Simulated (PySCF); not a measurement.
# OAlClH2 in PySCF: notebook

Aim: see how the results for OAlClH2 move with the level of theory and the settings. Levels: HF, PBE. Tasks: MP2 correlation energy, RPA correlation energy.

All numbers are computed with PySCF 2.14.0; they aren't measurements. Logs are shortened: lines on timing, memory, paths and dates and some standing lists are left out, and cuts for length are marked.

## (1) The molecule as given

The cell holds a molecule in a box, 5 atoms: a = 13.000 Å, b = 13.000 Å, c = 11.000 Å, α = 90.00°, β = 90.00°, γ = 90.00°.

## (2) MP2 correlation energy, HF

The input, run.py:

```python
import json
import numpy as np
from pyscf.pbc import gto, scf, dft, df

cell = gto.Cell()
cell.basis = '6-31g*'
cell.fromfile('AlH2ClO.xyz')
cell.exp_to_discard = 0
cell.precision = 1e-08
cell.max_memory = 2520  # MB
cell.verbose = 4
cell.build()

res = {}
kpts = cell.make_kpts([1, 1, 1])
mf = scf.KRHF(cell, kpts, exxdiv='ewald')
mf = mf.density_fit()
mf.with_df._cderi = 'cderi.h5'  # three-centre integrals saved by an earlier run on this cell, basis and mesh
mf.conv_tol = 1e-08
mf.max_cycle = 60

mf.kernel()
res.update(converged=bool(mf.converged), e_tot=mf.e_tot, nelec=cell.nelectron, nao=cell.nao, mesh=list(map(int, cell.mesh)), a=cell.lattice_vectors().tolist(), coords=cell.atom_coords().tolist(),
           mo_energy=[np.real(x).tolist() for x in mf.mo_energy], mo_occ=[np.real(x).tolist() for x in mf.mo_occ])
import h5py
print('fit functions by k pair:', sorted({v['0'].shape[0] for v in h5py.File(mf.with_df._cderi)['j3c'].values()}))
res.update(kpts=cell.get_scaled_kpts(kpts).tolist())
res['parts'] = {k: float(np.real(v)) for k, v in mf.scf_summary.items() if np.isscalar(v)}
json.dump(res, open('results.json', 'w'))
if not mf.converged:
    raise SystemExit('SCF not converged')

print('levels (eV)')
for i, kp in enumerate(res['kpts'][:40]):
    print('k %7.4f %7.4f %7.4f  ' % tuple(kp), ' '.join('%.3f' % (x * 27.211386) for x in res['mo_energy'][i][:25]))

# Mulliken populations
dm, s = np.asarray(mf.make_rdm1()), np.asarray(mf.get_ovlp())
sites = cell.aoslice_by_atom()[:, 2:]
tot = np.einsum('kij,kji->i', dm, s).real / len(kpts)
res['mulliken'] = [cell.atom_charge(i) - tot[a0:a1].sum() for i, (a0, a1) in enumerate(sites)]
print('Mulliken charges', np.round(res['mulliken'], 5))

from pyscf.pbc import mp
pt = mp.KMP2(mf, frozen=11)
pt.kernel(with_t2=False)
res.update(e_corr=pt.e_corr, e_ss=getattr(pt, 'e_corr_ss', None), e_os=getattr(pt, 'e_corr_os', None))
res['done'] = True
json.dump(res, open('results.json', 'w'))
```

The input, AlH2ClO.xyz:

```xyz
5
Lattice="13.0000000000 0.0000000000 0.0000000000 0.0000000000 13.0000000000 0.0000000000 0.0000000000 0.0000000000 11.0000000000" Properties=species:S:1:pos:R:3 pbc="T T T"
O      5.5959000500      7.0321000100      5.0229500200
Al     7.1370000000      6.8461000400      5.6748499500
Cl     7.8208999700      4.9357999600      6.2001500000
H      4.9864999600      6.3120999500      4.8678500200
H      8.0395000400      8.1062000500      5.8795500500
```

Potentials or basis: 6-31g* (all-electron).

Launch:

```
$ OMP_NUM_THREADS=2 python -u run.py > log
```

Standard output:

```text
Discarded 0 diffused primitive functions, 0 contracted functions

******** <class 'pyscf.pbc.scf.khf.KRHF'> ********
method = KRHF
initial guess = minao
damping factor = 0
level_shift factor = 0
DIIS = <class 'pyscf.scf.diis.CDIIS'>
diis_start_cycle = 1
diis_space = 8
diis_damp = 0
SCF conv_tol = 1e-08
SCF conv_tol_grad = None
SCF max_cycles = 60
direct_scf = True
direct_scf_tol = 1e-13

******** PBC SCF flags ********
N kpts = 1
Exchange divergence treatment (exxdiv) = ewald
    madelung (= occupied orbital energy shift) = 0.12095704282831034
    Total energy shift due to Ewald probe charge = -1/2 * Nelec*madelung = -2.41914085657
DF object = <pyscf.pbc.df.df.GDF object>
Set gradient conv threshold to 0.0001

******** <class 'pyscf.pbc.df.rsdf_builder._RSNucBuilder'> ********
mesh = [47 47 39] (86151 PWs)
ke_cutoff = 16.491259992236976
omega = 0.5109509378179604
exclude_d_aux = False
exclude_dd_block = True
j2c_eig_always = False
has_long_range = True
init E= -777.604232947822
  HOMO = -0.385647649584  LUMO = 0.0327851640118  gap/eV = 11.38614
cycle= 1 E= -777.460545672205  delta_E= 0.144  |g|= 0.557  |ddm|= 1.82
  HOMO = -0.405410274619  LUMO = 0.0758624960445  gap/eV = 13.09610
cycle= 2 E= -777.515253264914  delta_E= -0.0547  |g|= 0.336  |ddm|= 0.659
  HOMO = -0.445008062096  LUMO = 0.0803678559449  gap/eV = 14.29621
cycle= 3 E= -777.537057898062  delta_E= -0.0218  |g|= 0.0407  |ddm|= 0.224
  HOMO = -0.447999741593  LUMO = 0.0851850814678  gap/eV = 14.50870
cycle= 4 E= -777.537705134257  delta_E= -0.000647  |g|= 0.01  |ddm|= 0.059
  HOMO = -0.445922094028  LUMO = 0.084732532952  gap/eV = 14.43985
cycle= 5 E= -777.537753035144  delta_E= -4.79e-05  |g|= 0.00178  |ddm|= 0.0186
  HOMO = -0.446326271401  LUMO = 0.0847119033658  gap/eV = 14.45028
cycle= 6 E= -777.537755140343  delta_E= -2.11e-06  |g|= 0.000449  |ddm|= 0.00375
  HOMO = -0.446310218263  LUMO = 0.0846964782971  gap/eV = 14.44943
cycle= 7 E= -777.537755286119  delta_E= -1.46e-07  |g|= 0.000116  |ddm|= 0.0011
  HOMO = -0.446326400693  LUMO = 0.0847050557228  gap/eV = 14.45010
cycle= 8 E= -777.537755297377  delta_E= -1.13e-08  |g|= 2.65e-05  |ddm|= 0.000315
  HOMO = -0.446323734893  LUMO = 0.084707189706  gap/eV = 14.45009
cycle= 9 E= -777.537755297983  delta_E= -6.07e-10  |g|= 6.27e-06  |ddm|= 6.78e-05
  HOMO = -0.446325069963  LUMO = 0.084706423931  gap/eV = 14.45010
Extra cycle  E= -777.537755298009  delta_E= -2.6e-11  |g|= 2.73e-06  |ddm|= 9.95e-06
converged SCF energy = -777.537755298009
fit functions by k pair: [340]
levels (eV)
k  0.0000  0.0000  0.0000   -2851.553 -1591.705 -559.068 -286.637 -217.731 -217.684 -217.679 -133.838 -88.000 -87.963 -87.911 -35.583 -29.113 -18.751 -15.314 -14.036 -13.701 -12.819 -12.508 -12.145 2.305 3.095 4.163 5.342 7.494
Mulliken charges [-0.93971  0.96031 -0.3693   0.4775  -0.12879]

******** <class 'pyscf.pbc.mp.kmp2.KMP2'> ********
nkpts = 1
nocc = 9
nmo = 43
with_df_ints = True
frozen orbitals = 11
E(KMP2) = -777.893863289549  E_corr = -0.356107991539575
E(SCS-KMP2) = -777.884974569601  E_corr = -0.347219271592157
E_corr(same-spin) = -0.0924349826023072
E_corr(oppo-spin) = -0.263673008937268
```

Run time: 7.6 s. Hardware: 2 threads of Arm Neoverse N1, shared host; peak memory 1.9 GiB.

What came out:

- Free energy: -21157.8802 eV
- Gap between the frontier levels: 14.45 eV
- Mulliken charges: O -0.94; Al +0.96; Cl -0.37; H +0.48, -0.13 e
- MP2 correlation energy per cell: -9.690 eV

Caveat: the basis is small and the box finite, so much correlation energy is missing and levels can be off by tenths of an eV; Mulliken charges move with the basis; this is a molecule in a periodic box at the Γ point, so its band gap is the HOMO-LUMO gap; total energy, band gap and charges are those of the mean-field reference; the basis of atomic orbitals isn't converged, which shifts pressures, moduli and gaps.

## (3) RPA correlation energy, PBE

run.py: that of step 2 with these lines changed.

```diff
@@ -15,3 +15,3 @@
 kpts = cell.make_kpts([1, 1, 1])
-mf = scf.KRHF(cell, kpts, exxdiv='ewald')
+mf = dft.KRKS(cell, kpts, xc='pbe')
 mf = mf.density_fit()
@@ -43,6 +43,9 @@
 
-from pyscf.pbc import mp
-pt = mp.KMP2(mf, frozen=11)
-pt.kernel(with_t2=False)
-res.update(e_corr=pt.e_corr, e_ss=getattr(pt, 'e_corr_ss', None), e_os=getattr(pt, 'e_corr_os', None))
+from pyscf.pbc.gw.krpa import KRPA
+rpa = KRPA(mf, frozen=11)
+rpa.kernel()
+res.update(e_corr=rpa.e_corr, e_hf=rpa.e_hf, e_rpa=rpa.e_tot)
+rpa.fc = True  # again, with the correction for q -> 0
+rpa.kernel()
+res['e_corr_fc'] = rpa.e_corr
 res['done'] = True
```

AlH2ClO.xyz is that of step 2.

Potentials or basis: 6-31g* (all-electron).

Launch:

```
$ OMP_NUM_THREADS=2 python -u run.py > log
```

Standard output:

```text
Discarded 0 diffused primitive functions, 0 contracted functions

******** <class 'pyscf.pbc.dft.krks.KRKS'> ********
method = KRKS
initial guess = minao
damping factor = 0
level_shift factor = 0
DIIS = <class 'pyscf.scf.diis.CDIIS'>
diis_start_cycle = 1
diis_space = 8
diis_damp = 0
SCF conv_tol = 1e-08
SCF conv_tol_grad = None
SCF max_cycles = 60
direct_scf = True
direct_scf_tol = 1e-13

******** PBC SCF flags ********
N kpts = 1
Exchange divergence treatment (exxdiv) = ewald
    madelung (= occupied orbital energy shift) = 0.12095704282831034
    Total energy shift due to Ewald probe charge = -1/2 * Nelec*madelung = -2.41914085657
DF object = <pyscf.pbc.df.df.GDF object>
XC functionals = pbe
small_rho_cutoff = 0
radial grids:
    Treutler-Ahlrichs [JCP 102, 346 (1995); DOI:10.1063/1.469408] (M4) radial grids

becke partition: Becke, JCP 88, 2547 (1988); DOI:10.1063/1.454033
pruning grids: <function nwchem_prune>
grids dens level: 3
symmetrized grids: False
atomic radii adjust function: <function treutler_atomic_radii_adjust>
Set gradient conv threshold to 0.0001

******** <class 'pyscf.pbc.df.rsdf_builder._RSNucBuilder'> ********
mesh = [47 47 39] (86151 PWs)
ke_cutoff = 16.491259992236976
omega = 0.5109509378179604
exclude_d_aux = False
exclude_dd_block = True
j2c_eig_always = False
has_long_range = True
tot grids = 71736
cell vol = 12545.1538  sum(weights) = 12561.752
nelec by numeric integration = 39.9999987892355
init E= -778.914338924249
  HOMO = -0.323815401431  LUMO = -0.0583173350771  gap/eV = 7.22457
nelec by numeric integration = 39.99999907922139
cycle= 1 E= -778.548602936972  delta_E= 0.366  |g|= 0.891  |ddm|= 2.05
  HOMO = -0.0917609570489  LUMO = 0.0107323196678  gap/eV = 2.78898
nelec by numeric integration = 39.99999729514772
cycle= 2 E= -777.083944023757  delta_E= 1.46  |g|= 2.55  |ddm|= 2.64
  HOMO = -0.227385963386  LUMO = -0.034840784469  gap/eV = 5.23942
nelec by numeric integration = 39.99999849086109
cycle= 3 E= -778.686639950539  delta_E= -1.6  |g|= 0.269  |ddm|= 2.31
  HOMO = -0.268928984999  LUMO = -0.038373646762  gap/eV = 6.27373
nelec by numeric integration = 39.999998644395475
cycle= 4 E= -778.704562972764  delta_E= -0.0179  |g|= 0.157  |ddm|= 0.562
  HOMO = -0.265877534143  LUMO = -0.0420105912321  gap/eV = 6.09173
nelec by numeric integration = 39.99999843991155
cycle= 5 E= -778.712291102828  delta_E= -0.00773  |g|= 0.0305  |ddm|= 0.234
  HOMO = -0.26598597928  LUMO = -0.0397927844664  gap/eV = 6.15503
nelec by numeric integration = 39.99999848991736
cycle= 6 E= -778.712597108087  delta_E= -0.000306  |g|= 0.00672  |ddm|= 0.0434
  HOMO = -0.266193446836  LUMO = -0.0402329896556  gap/eV = 6.14870
nelec by numeric integration = 39.999998485368586
cycle= 7 E= -778.712609634532  delta_E= -1.25e-05  |g|= 0.00128  |ddm|= 0.00861
  HOMO = -0.266142758506  LUMO = -0.0401897107544  gap/eV = 6.14850
nelec by numeric integration = 39.999998487196336
cycle= 8 E= -778.712610086896  delta_E= -4.52e-07  |g|= 0.000288  |ddm|= 0.00163
  HOMO = -0.266174873365  LUMO = -0.0401917338339  gap/eV = 6.14931
nelec by numeric integration = 39.99999848717236
cycle= 9 E= -778.712610112189  delta_E= -2.53e-08  |g|= 4.76e-05  |ddm|= 0.000364
  HOMO = -0.266175032736  LUMO = -0.0401885962004  gap/eV = 6.14940
nelec by numeric integration = 39.99999848722634
cycle= 10 E= -778.712610112705  delta_E= -5.16e-10  |g|= 1.38e-05  |ddm|= 6.18e-05
  HOMO = -0.266174129413  LUMO = -0.0401899666664  gap/eV = 6.14934
nelec by numeric integration = 39.99999848720529
Extra cycle  E= -778.712610112709  delta_E= -3.98e-12  |g|= 1.32e-05  |ddm|= 3.42e-05
converged SCF energy = -778.712610112709
fit functions by k pair: [340]
levels (eV)
k  0.0000  0.0000  0.0000   -2738.412 -1507.516 -510.400 -249.024 -189.719 -189.607 -189.583 -107.499 -69.589 -69.466 -69.367 -24.244 -19.763 -12.422 -9.842 -8.279 -7.854 -7.726 -7.292 -7.243 -1.094 -0.669 0.792 2.434 3.014
Mulliken charges [-0.69333  0.56356 -0.24904  0.42574 -0.04694]

******** <class 'pyscf.pbc.gw.krpa.KRPA'> ********
method = KRPA
RPA nocc = 9, nvir = 34, nkpts = 1
frozen orbitals = 11
grid type = legendre
outcore mode = False
RPA finite size corrections = False
ACFD exchange energy = False

******** <class 'pyscf.pbc.gw.krpa.KRPA'> ********
method = KRPA
RPA nocc = 9, nvir = 34, nkpts = 1
frozen orbitals = 11
grid type = legendre
outcore mode = False
RPA finite size corrections = True
ACFD exchange energy = False
```

It took 26 s on 2 threads of Arm Neoverse N1, shared host; peak memory 1.9 GiB.

Results:

| Item | Value |
| --- | --- |
| Free energy | -21189.8496 eV |
| Gap between the frontier levels, mean-field level | 6.15 eV |
| Mulliken charges | O -0.69; Al +0.56; Cl -0.25; H +0.43, -0.05 e |
| RPA correlation energy | -3.074 eV/atom |
| RPA correlation energy per cell | -15.370 eV |

Levels at points of the mesh, in eV from the valence-band top:
```tsv
k point	band 18	band 19	band 20	band 21	band 22	band 23
(0.00, 0.00, 0.00)	-0.48	-0.05	0.00	6.15	6.57	8.03
```

Caveat: the basis is small and the box finite, so much correlation energy is missing and levels can be off by tenths of an eV; Mulliken charges move with the basis; this is a molecule in a periodic box at the Γ point, so its band gap is the HOMO-LUMO gap; total energy, band gap and charges are those of the mean-field reference; the basis of atomic orbitals isn't converged, which shifts pressures, moduli and gaps.
